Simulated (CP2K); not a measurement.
**CH8Al2Si (SMILES [CH3][Al]([AlH2])[SiH3]): a chain of runs**

Aim: a structure relaxation (singlet CH8Al2Si, MNDOD), then energy and forces (doublet CH8Al2Si+, MNDOD), then a structure relaxation (doublet CH8Al2Si+, MNDOD), then energy and gradient (singlet CH8Al2Si, MNDOD) of CH8Al2Si. 

The results are computed with CP2K 2026.2.

## 1. The system as given

CH8Al2Si: 12 atoms, total charge 0, spin state singlet. SMILES: `[CH3][Al]([AlH2])[SiH3]`. Geometry: a GFN2-xTB relaxation, a rough one for these elements and not checked as a minimum. The run starts from this shape.

Bond lengths: C1–Al2 2.004 Å, Al2–Al3 2.520 Å, Al2–Si4 2.464 Å, C1–H5 1.101 Å, C1–H6 1.100 Å, C1–H7 1.102 Å, Al3–H8 1.613 Å, Al3–H9 1.606 Å, Si4–H10 1.495 Å, Si4–H11 1.478 Å, Si4–H12 1.479 Å. Some angles: C1–Al2–Al3 144.4°, C1–Al2–Si4 116.5°, Al3–Al2–Si4 99.1°, Al2–C1–H5 111.9°, Al2–C1–H6 115.7°, Al2–C1–H7 111.1°, Al2–Al3–H8 93.3°, Al2–Al3–H9 151.3°, Al2–Si4–H10 102.8°, Al2–Si4–H11 123.0°.

## 2. A structure relaxation at MNDOD (run 1)

molecule.xyz reads:

```xyz
12

C     -1.030190     2.086530    -0.262280
Al    -0.298150     0.335360     0.380530
Al    -0.047010    -1.166860     2.388200
Si     0.891240    -1.038550    -1.283790
H     -1.824660     1.949500    -1.012790
H     -1.454740     2.739980     0.514150
H     -0.251590     2.679100    -0.768810
H      0.720870    -2.311820     1.550370
H     -0.260410    -1.479340     3.949140
H      0.855140    -0.181800    -2.508170
H      0.358480    -2.316200    -1.801070
H      2.341020    -1.295910    -1.145480
```

run.inp reads:

```
&GLOBAL
  PROJECT_NAME run
  RUN_TYPE GEO_OPT
  PRINT_LEVEL LOW
&END GLOBAL

! ionic moves
&MOTION
  &GEO_OPT
    OPTIMIZER BFGS
    MAX_ITER 100
    MAX_FORCE 4.5E-04
    RMS_FORCE 3.0E-04
  &END GEO_OPT
  ! extra output
  &PRINT
    &TRAJECTORY
      &EACH
        GEO_OPT 1
      &END EACH
    &END TRAJECTORY
    &FORCES ON
      &EACH
        GEO_OPT 1
      &END EACH
    &END FORCES
    &RESTART OFF
    &END RESTART
    &RESTART_HISTORY OFF
    &END RESTART_HISTORY
  &END PRINT
&END MOTION

&FORCE_EVAL
  METHOD Quickstep
  &DFT
    &QS
      METHOD MNDOD
      EPS_DEFAULT 1.0E-10
      &SE
        &COULOMB
          CUTOFF [angstrom] 50
          RC_RANGE [angstrom] 0
        &END COULOMB
        &EXCHANGE
          CUTOFF [angstrom] 50
          RC_RANGE [angstrom] 0
        &END EXCHANGE
      &END SE
    &END QS
    ! no periodic images
    &POISSON
      PERIODIC NONE
      POISSON_SOLVER ANALYTIC
    &END POISSON
    ! self-consistent field
    &SCF
      SCF_GUESS ATOMIC
      EPS_SCF 1.0E-07
      MAX_SCF 150
      ADDED_MOS 8
      &DIAGONALIZATION
        ALGORITHM STANDARD
      &END DIAGONALIZATION
      &MIXING
        METHOD DIRECT_P_MIXING
        ALPHA 0.4
      &END MIXING
    &END SCF
    &PRINT
      &MOMENTS
        PERIODIC F
        REFERENCE COM
        MAX_MOMENT 1
      &END MOMENTS
      &MULLIKEN OFF
      &END MULLIKEN
      &HIRSHFELD OFF
      &END HIRSHFELD
    &END PRINT
  &END DFT
  ! structure
  &SUBSYS
    ! vacuum box
    &CELL
      ABC 12.2 13.1 14.5
      PERIODIC NONE
    &END CELL
    &TOPOLOGY
      COORD_FILE_NAME molecule.xyz
      COORD_FILE_FORMAT XYZ
      &CENTER_COORDINATES
      &END CENTER_COORDINATES
    &END TOPOLOGY
  &END SUBSYS
&END FORCE_EVAL
```

On the command line:

```bash
$ OMP_NUM_THREADS=1 cp2k.psmp run.inp > run.out
```

Standard output:

```text
CP2K| version string:                                       CP2K version 2026.2
[...]
 GLOBAL| Method name                                                        CP2K
[...]
 GLOBAL| Run type                                                        GEO_OPT
[...]
                             - Atoms:                                         12
[...]
                             - Spherical basis functions:                     39
[...]
 Number of electrons:                                                         22
[...]
     1 P_Mix/Diag. 0.40E+00    0.0     0.85621265        -9.9629345612 -9.96E+00
[...]
  *** SCF run converged in    22 steps ***
[...]
 ENERGY| Total FORCE_EVAL ( QS ) energy [hartree]            -15.614549564672483
[...]
 OPT| Step number                                                              0
[...]
 OPT| Total energy [hartree]                                      -15.6145495647
[...]
 OPT| Step number                                                             66
[...]
 OPT| Total energy [hartree]                                      -15.6719721395
[...]
 OPT| Step number                                                             67
[...]
 OPT| Total energy [hartree]                                      -15.6719722694
[...]
 ***                    GEOMETRY OPTIMIZATION COMPLETED                      ***
[...]
     8 DIIS/Diag.  0.64E-07    0.0     0.00000010       -15.6719722694 -6.04E-14
  *** SCF run converged in     8 steps ***
  Core-core repulsion energy [eV]:                           1027.38630662426817
  Core Hamiltonian energy [eV]:                              -607.17574838754535
  Two-electron integral energy [eV]:                        -1693.33322289975399
  Electronic energy [eV]:                                   -1453.84235983742246
  Total energy [eV]:                                         -426.45605321315429
  Atomic reference energy [eV]:                               425.56175309879387
  Heat of formation [kcal/mol]:                               -20.62305219724165
[...]
 SE_DIPOLE| Moment [Debye]          0.88384107      -2.07162048       0.18439758
 SE_DIPOLE| Derivative [a.u.]       0.00000000       0.00000000       0.00000000
 ENERGY| Total FORCE_EVAL ( QS ) energy [hartree]            -15.671972269444289
[...]
```

It took 1.9 s on 1 thread of Arm Neoverse V2, shared host.

The path in brief:

| step | energy from the first frame kept (eV) | largest force (eV/Å) |
| --- | --- | --- |
| 1 | 0.0000 | 1.3254 |
| 4 | -0.6332 | 0.3708 |
| 7 | -0.6661 | 0.2116 |
| 10 | -0.7019 | 0.1424 |
| 13 | -0.7333 | 0.1953 |
| 16 | -0.7415 | 0.0671 |
| 19 | -0.7419 | 0.0097 |
| 22 | -0.7421 | 0.0123 |
| 25 | -0.7423 | 0.0140 |
| 28 | -0.7425 | 0.0140 |
| 31 | -0.7431 | 0.0372 |
| 34 | -0.7448 | 0.3059 |
| 37 | -0.7581 | 0.3032 |
| 40 | -0.7704 | 0.2089 |
| 43 | -0.7903 | 0.2355 |
| 46 | -0.7964 | 0.2265 |
| 49 | -0.8042 | 0.0927 |
| 52 | -0.8065 | 0.0258 |
| 55 | -0.8080 | 0.0450 |
| 58 | -0.8095 | 0.0291 |
| 61 | -0.8099 | 0.0162 |
| 64 | -0.8100 | 0.0104 |
| 67 | -0.8101 | 0.0040 |
| 68 | -0.8101 | 0.0040 |

After the run. Bond lengths: C1–Al2 1.903 Å, Al2–Al3 2.242 Å, Al2–Si4 2.271 Å, C1–H5 1.122 Å, C1–H6 1.121 Å, C1–H7 1.122 Å, Al3–H8 1.460 Å, Al3–H9 1.440 Å, Si4–H10 1.421 Å, Si4–H11 1.435 Å, Si4–H12 1.476 Å. Some angles: C1–Al2–Al3 145.0°, C1–Al2–Si4 130.6°, Al3–Al2–Si4 84.1°, Al2–C1–H5 111.4°, Al2–C1–H6 112.6°, Al2–C1–H7 111.2°, Al2–Al3–H8 108.6°, Al2–Al3–H9 129.4°, Al2–Si4–H10 128.0°, Al2–Si4–H11 106.6°.

## 3. The doublet cation: energy and gradient at MNDOD (run 2)

molecule.xyz reads:

```xyz
12

C      4.624564     8.344314     6.378421
Al     5.626903     6.765443     6.728886
Al     6.117284     5.204841     8.262454
Si     6.804991     5.421232     5.327821
H      3.872450     8.179856     5.562608
H      4.063125     8.707208     7.277764
H      5.291675     9.182407     6.044974
H      5.497293     3.944995     7.861389
H      6.962720     5.300179     9.423933
H      7.542042     5.793502     4.171036
H      5.942791     4.323751     4.991972
H      7.756209     4.889349     6.322516
```

qs.inp reads:

```
&GLOBAL
  PROJECT qs
  RUN_TYPE ENERGY_FORCE
  PRINT_LEVEL MEDIUM
&END

&FORCE_EVAL
  METHOD QS
  &DFT
    CHARGE 1
    MULTIPLICITY 2
    SPIN_POLARIZED T
    ! Quickstep
    &QS
      METHOD MNDOD
      EPS_DEFAULT 1.0E-10
      &SE
        &COULOMB
          CUTOFF [angstrom] 50
          RC_RANGE [angstrom] 0
        &END
        &EXCHANGE
          CUTOFF [angstrom] 50
          RC_RANGE [angstrom] 0
        &END
      &END
    &END
    &POISSON
      PERIODIC NONE
      POISSON_SOLVER ANALYTIC
    &END
    ! SCF settings
    &SCF
      SCF_GUESS ATOMIC
      EPS_SCF 1.0E-07
      MAX_SCF 30
      &OT ON
        MINIMIZER DIIS
        PRECONDITIONER FULL_SINGLE_INVERSE
      &END
      &OUTER_SCF
        EPS_SCF 1.0E-07
        MAX_SCF 5
      &END
    &END
    &PRINT
      &MOMENTS
        PERIODIC F
        REFERENCE COM
        MAX_MOMENT 1
      &END
      &MO_CUBES
        NLUMO 3
        NHOMO -1
        WRITE_CUBE F
      &END
      &HIRSHFELD OFF
      &END
    &END
  &END
  ! atoms, cell and kinds
  &SUBSYS
    &CELL
      ABC [angstrom] 11.9 13.2 13.3
      PERIODIC NONE
    &END
    &TOPOLOGY
      COORD_FILE_NAME molecule.xyz
      COORD_FILE_FORMAT XYZ
      &CENTER_COORDINATES
      &END
    &END
  &END
  &PRINT
    &FORCES ON
    &END
  &END
&END
```

On the command line:

```bash
$ OMP_NUM_THREADS=1 cp2k.psmp qs.inp > qs.out
```

Standard output:

```text
CP2K| version string:                                       CP2K version 2026.2
[...]
 GLOBAL| Method name                                                        CP2K
[...]
 GLOBAL| Run type                                                   ENERGY_FORCE
[...]
                             - Atoms:                                         12
[...]
                             - Spherical basis functions:                     39
[...]
 Number of electrons:                                                         11
[...]
     1 OT DIIS     0.80E-01    0.0     0.10667424       -10.8035265367 -1.08E+01
[...]
    11 OT DIIS     0.80E-01    0.0     0.00000006       -15.3531888463 -6.76E-12
  *** SCF run converged in    11 steps ***
  Core-core repulsion energy [eV]:                           1027.38630516238641
  Core Hamiltonian energy [eV]:                              -588.55409590456850
  Two-electron integral energy [eV]:                        -1713.22744875488979
  Electronic energy [eV]:                                   -1445.16782028201328
  Total energy [eV]:                                         -417.78151511962699
  Atomic reference energy [eV]:                               425.56175309879387
  Heat of formation [kcal/mol]:                               179.41656427727560
[...]
 ENERGY| Total FORCE_EVAL ( QS ) energy [hartree]            -15.353188846328422
 FORCES| Atomic forces [hartree/bohr]
 FORCES|   Atom     x               y               z               |f|
 FORCES|      1  1.56481967E-03 -5.00113543E-03  5.94076454E-03   7.92166014E-03
 FORCES|      2 -2.05421727E-02  3.92406458E-02 -1.98634358E-02   4.85424065E-02
 FORCES|      3  1.54009442E-02 -3.82368220E-02  2.36764868E-02   4.75375606E-02
 FORCES|      4  2.47339863E-02 -3.60257800E-02 -8.24987816E-03   4.44711973E-02
 FORCES|      5 -1.59164048E-04 -1.68149344E-03 -3.63190339E-04   1.72761704E-03
 FORCES|      6 -1.50369366E-04  3.43874630E-05  4.26596514E-04   4.53627633E-04
 FORCES|      7  1.60800659E-03 -4.21215163E-04  2.58633674E-04   1.68226002E-03
 FORCES|      8 -3.36269120E-03  1.02491292E-02 -6.97250004E-03   1.28439907E-02
 FORCES|      9 -3.03326767E-03  1.01657334E-02 -7.42096118E-03   1.29465637E-02
 FORCES|     10 -6.24805566E-03  1.06195280E-02  5.86269198E-03   1.36449160E-02
 FORCES|     11 -5.71460346E-03  7.05369875E-03  5.13190713E-03   1.04282227E-02
 FORCES|     12 -4.09743261E-03  4.00332348E-03  1.57288486E-03   5.94049827E-03
 FORCES| Sum     2.63677968E-16 -3.05311332E-16 -2.81025203E-16
[...]
```

Run time: 0.98 s. Hardware: 1 thread of Arm Neoverse V2, shared host.

## 4. The doublet cation: a structure relaxation at MNDOD (run 3)

molecule.xyz is that of step 3.

qs.inp reads:

```
&GLOBAL
  PROJECT_NAME qs
  RUN_TYPE GEO_OPT
  PRINT_LEVEL LOW
&END GLOBAL

&MOTION
  &GEO_OPT
    OPTIMIZER BFGS
    MAX_ITER 100
    MAX_FORCE 4.5E-04
    RMS_FORCE 3.0E-04
  &END GEO_OPT
  &PRINT
    &TRAJECTORY
      &EACH
        GEO_OPT 1
      &END EACH
    &END TRAJECTORY
    &FORCES ON
      &EACH
        GEO_OPT 1
      &END EACH
    &END FORCES
    &RESTART OFF
    &END RESTART
    &RESTART_HISTORY OFF
    &END RESTART_HISTORY
  &END PRINT
&END MOTION

&FORCE_EVAL
  METHOD QS
  &DFT
    CHARGE 1
    MULTIPLICITY 2
    UNRESTRICTED_KOHN_SHAM T
    &QS
      METHOD MNDOD
      EPS_DEFAULT 1.0E-10
      &SE
        &COULOMB
          CUTOFF [angstrom] 50
          RC_RANGE [angstrom] 0
        &END COULOMB
        &EXCHANGE
          CUTOFF [angstrom] 50
          RC_RANGE [angstrom] 0
        &END EXCHANGE
      &END SE
    &END QS
    &POISSON
      PERIODIC NONE
      POISSON_SOLVER ANALYTIC
    &END POISSON
    &SCF
      SCF_GUESS ATOMIC
      EPS_SCF 1.0E-07
      MAX_SCF 30
      &OT ON
        MINIMIZER DIIS
        PRECONDITIONER FULL_SINGLE_INVERSE
      &END OT
      &OUTER_SCF
        EPS_SCF 1.0E-07
        MAX_SCF 5
      &END OUTER_SCF
    &END SCF
    &PRINT
      &MOMENTS
        PERIODIC F
        REFERENCE COM
        MAX_MOMENT 1
      &END MOMENTS
      &MULLIKEN OFF
      &END MULLIKEN
      &HIRSHFELD OFF
      &END HIRSHFELD
    &END PRINT
  &END DFT
  &SUBSYS
    &CELL
      ABC [angstrom] 11.9 13.2 13.3
      PERIODIC NONE
    &END CELL
    &TOPOLOGY
      COORD_FILE_NAME molecule.xyz
      COORD_FILE_FORMAT XYZ
      &CENTER_COORDINATES
      &END CENTER_COORDINATES
    &END TOPOLOGY
  &END SUBSYS
&END FORCE_EVAL
```

On the command line:

```bash
$ OMP_NUM_THREADS=1 cp2k.psmp -i qs.inp > qs.out 2>&1
```

Standard output:

```text
CP2K| version string:                                       CP2K version 2026.2
[...]
 GLOBAL| Method name                                                        CP2K
[...]
 GLOBAL| Run type                                                        GEO_OPT
[...]
                             - Atoms:                                         12
[...]
                             - Spherical basis functions:                     39
[...]
 Number of electrons:                                                         11
[...]
     1 OT DIIS     0.80E-01    0.0     0.10667424       -10.8035265367 -1.08E+01
[...]
  *** SCF run converged in    11 steps ***
[...]
 ENERGY| Total FORCE_EVAL ( QS ) energy [hartree]            -15.353188846328422
[...]
 OPT| Step number                                                              0
[...]
 OPT| Total energy [hartree]                                      -15.3531888463
[...]
 OPT| Step number                                                             75
[...]
 OPT| Total energy [hartree]                                      -15.3805500392
[...]
 OPT| Step number                                                             76
[...]
 OPT| Total energy [hartree]                                      -15.3805501595
[...]
 ***                    GEOMETRY OPTIMIZATION COMPLETED                      ***
[...]
    21 OT DIIS     0.80E-01    0.0     0.00000009       -15.3805501595 -4.28E-12
  *** SCF run converged in    21 steps ***
  Core-core repulsion energy [eV]:                           1035.68793645569394
  Core Hamiltonian energy [eV]:                              -586.42392355693744
  Two-electron integral energy [eV]:                        -1735.58013442851643
  Electronic energy [eV]:                                   -1454.21399077119577
  Total energy [eV]:                                         -418.52605431550154
  Atomic reference energy [eV]:                               425.56175309879387
  Heat of formation [kcal/mol]:                               162.24708117775174
[...]
 SE_DIPOLE| Moment [Debye]         -0.31844460       0.02569047      -0.00033049
 SE_DIPOLE| Derivative [a.u.]       0.00000000       0.00000000       0.00000000
 ENERGY| Total FORCE_EVAL ( QS ) energy [hartree]            -15.380550159512087
[...]
```

Wall time 22 s (1 thread of Arm Neoverse V2, shared host).

Step by step:

| step | energy from the first frame kept (eV) | largest force (eV/Å) |
| --- | --- | --- |
| 1 | 0.0000 | 0.8489 |
| 5 | -0.1636 | 0.1995 |
| 9 | -0.1931 | 0.1785 |
| 13 | -0.2109 | 0.0960 |
| 17 | -0.2208 | 0.0859 |
| 21 | -0.2377 | 0.1018 |
| 25 | -0.2688 | 0.3639 |
| 29 | -0.2944 | 0.1306 |
| 33 | -0.3167 | 0.1862 |
| 37 | -0.3229 | 0.0757 |
| 41 | -0.3254 | 0.0455 |
| 45 | -0.3274 | 0.0561 |
| 49 | -0.3283 | 0.0230 |
| 53 | -0.3286 | 0.0094 |
| 57 | -0.3287 | 0.0190 |
| 61 | -0.3292 | 0.0199 |
| 65 | -0.3294 | 0.0200 |
| 69 | -0.3297 | 0.0391 |
| 73 | -0.3304 | 0.0109 |
| 77 | -0.3305 | 0.0055 |

After the run. Bond lengths: C1–Al2 1.877 Å, Al2–Al3 2.460 Å, Al2–Si4 2.287 Å, C1–H5 1.123 Å, C1–H6 1.123 Å, C1–H7 1.122 Å, Al3–H8 1.587 Å, Al3–H9 1.393 Å, Si4–H10 1.407 Å, Si4–H11 1.413 Å, Si4–H12 1.556 Å. Some angles: C1–Al2–Al3 124.4°, C1–Al2–Si4 159.6°, Al3–Al2–Si4 75.6°, Al2–C1–H5 111.3°, Al2–C1–H6 111.3°, Al2–C1–H7 111.7°, Al2–Al3–H8 52.8°, Al2–Al3–H9 162.5°, Al2–Si4–H10 119.8°, Al2–Si4–H11 112.3°.

## 5. Energy and forces at MNDOD (run 4)

molecule.xyz reads:

```xyz
12

C      4.603316     8.265757     6.316283
Al     5.717058     6.768105     6.116924
Al     6.692706     5.501407     7.986342
Si     7.064142     5.218017     5.111346
H      3.593862     8.088283     5.858044
H      4.440397     8.512457     7.400084
H      5.038392     9.175708     5.824422
H      5.245621     5.324169     7.359233
H      7.245916     5.169280     9.220969
H      8.182137     5.639763     4.369152
H      6.327029     4.153584     4.545248
H      7.579617     4.676525     6.475480
```

job.inp reads:

```
&GLOBAL
  PROJECT job
  RUN_TYPE ENERGY_FORCE
  PRINT_LEVEL MEDIUM
&END GLOBAL
&FORCE_EVAL
  METHOD Quickstep
  &DFT
    CHARGE 0
    MULTIPLICITY 1
    &QS
      METHOD MNDOD
      EPS_DEFAULT 1.0E-10
      &SE
        &COULOMB
          CUTOFF [angstrom] 50
          RC_RANGE [angstrom] 0
        &END COULOMB
        &EXCHANGE
          CUTOFF [angstrom] 50
          RC_RANGE [angstrom] 0
        &END EXCHANGE
      &END SE
    &END QS
    &POISSON
      PERIODIC NONE
      POISSON_SOLVER ANALYTIC
    &END POISSON
    &SCF
      SCF_GUESS ATOMIC
      EPS_SCF 1.0E-07
      MAX_SCF 150
      ADDED_MOS 8
      &DIAGONALIZATION
        ALGORITHM STANDARD
      &END DIAGONALIZATION
      &MIXING
        METHOD DIRECT_P_MIXING
        ALPHA 0.4
      &END MIXING
    &END SCF
    &PRINT
      &MOMENTS
        PERIODIC F
        REFERENCE COM
        MAX_MOMENT 1
      &END MOMENTS
      &MO ON
        ENERGIES T
        OCCUPATION_NUMBERS T
        NDIGITS 6
        &EACH
          QS_SCF 0
        &END EACH
        ADD_LAST NUMERIC
      &END MO
      &HIRSHFELD OFF
      &END HIRSHFELD
    &END PRINT
  &END DFT
  &SUBSYS
    &CELL
      ABC [angstrom] 12.6 13 12.9
      PERIODIC NONE
    &END CELL
    &TOPOLOGY
      COORD_FILE_NAME molecule.xyz
      COORD_FILE_FORMAT XYZ
      &CENTER_COORDINATES
      &END CENTER_COORDINATES
    &END TOPOLOGY
  &END SUBSYS
  &PRINT
    &FORCES ON
    &END FORCES
  &END PRINT
&END FORCE_EVAL
```

On the command line:

```bash
$ OMP_NUM_THREADS=1 cp2k.psmp -i job.inp > job.out 2>&1
```

Standard output:

```text
CP2K| version string:                                       CP2K version 2026.2
[...]
 GLOBAL| Method name                                                        CP2K
[...]
 GLOBAL| Run type                                                   ENERGY_FORCE
[...]
                             - Atoms:                                         12
[...]
                             - Spherical basis functions:                     39
[...]
 Number of electrons:                                                         22
[...]
     1 P_Mix/Diag. 0.40E+00    0.0     0.82335957        -9.6968377868 -9.70E+00
[...]
    26 DIIS/Diag.  0.43E-07    0.0     0.00000005       -15.6313578255 -1.85E-13
  *** SCF run converged in    26 steps ***
  Core-core repulsion energy [eV]:                           1035.68788799725030
  Core Hamiltonian energy [eV]:                              -603.42905086190137
  Two-electron integral energy [eV]:                        -1715.21943024757024
  Electronic energy [eV]:                                   -1461.03876598568650
  Total energy [eV]:                                         -425.35087798843631
  Atomic reference energy [eV]:                               425.56175309879387
  Heat of formation [kcal/mol]:                                 4.86289595424369
[...]
 ENERGY| Total FORCE_EVAL ( QS ) energy [hartree]            -15.631357825484251
 FORCES| Atomic forces [hartree/bohr]
 FORCES|   Atom     x               y               z               |f|
 FORCES|      1 -7.91432339E-03  1.55214152E-03 -6.43361225E-03   1.03168321E-02
 FORCES|      2  3.96481143E-02 -1.95754056E-02  3.86154054E-02   5.87053575E-02
 FORCES|      3 -6.15534518E-03  5.00950492E-02 -3.52463672E-02   6.15606094E-02
 FORCES|      4 -2.32937336E-02  1.49569853E-02  1.90164995E-02   3.35847687E-02
 FORCES|      5 -9.34977286E-04  2.69581349E-03  4.80039434E-04   2.89344617E-03
 FORCES|      6  7.00382702E-04 -7.42982584E-04 -8.12794829E-04   1.30506493E-03
 FORCES|      7 -5.47012043E-04  2.78862697E-04  4.61058170E-04   7.67828897E-04
 FORCES|      8 -1.45925182E-02 -1.83629117E-02 -2.07782733E-03   2.35468783E-02
 FORCES|      9  1.89835805E-05 -9.10140928E-03  7.68393058E-03   1.19112888E-02
 FORCES|     10  4.14468660E-03 -3.49556842E-03 -3.63825620E-03   6.52949721E-03
 FORCES|     11  6.05643852E-03 -8.68573266E-03 -7.65899892E-03   1.30683841E-02
 FORCES|     12  2.86930403E-03 -9.61484206E-03 -1.03890763E-02   1.44433722E-02
 FORCES| Sum     6.93889390E-17 -4.68375339E-16  3.53883589E-16
[...]
```

Run time: 0.24 s. Hardware: 1 thread of Arm Neoverse V2, shared host.

## 6. Summary of results

```
                                                               quantity           value
                                  run 1, MNDOD: total energy at the end    -15.67197 Eh
                                            run 1, MNDOD: dipole moment          2.26 D
                                        run 1, MNDOD: heat of formation  -20.6 kcal/mol
                                    doublet cation, run 2: total energy    -15.35319 Eh
       doublet cation, run 2: heat of formation at this unrelaxed shape  179.4 kcal/mol
                        doublet cation, run 2: largest force on an atom      2.496 eV/Å
                         doublet cation, run 3: total energy at the end    -15.38055 Eh
                               doublet cation, run 3: heat of formation  162.2 kcal/mol
                                             run 4, MNDOD: total energy    -15.63136 Eh
                                            run 4, MNDOD: dipole moment          1.74 D
                                              run 4, MNDOD: HOMO energy        -7.16 eV
                                              run 4, MNDOD: LUMO energy         0.40 eV
                                            run 4, MNDOD: HOMO–LUMO gap         7.56 eV
                run 4, MNDOD: heat of formation at this unrelaxed shape    4.9 kcal/mol
                                 run 4, MNDOD: largest force on an atom      3.166 eV/Å
adiabatic ionisation energy (to the doublet cation, no zero-point term)        7.930 eV
```

In words: The adiabatic ionisation energy (to the doublet cation, no zero-point term) is 7.93 eV (183 kcal/mol). The largest force (run 4, MNDOD) is 3.17 eV/Å: the shape isn't a stationary point for this species at this level. The optimisation (run 1, MNDOD) took 67 steps. The optimisation (doublet cation, run 3) took 76 steps.
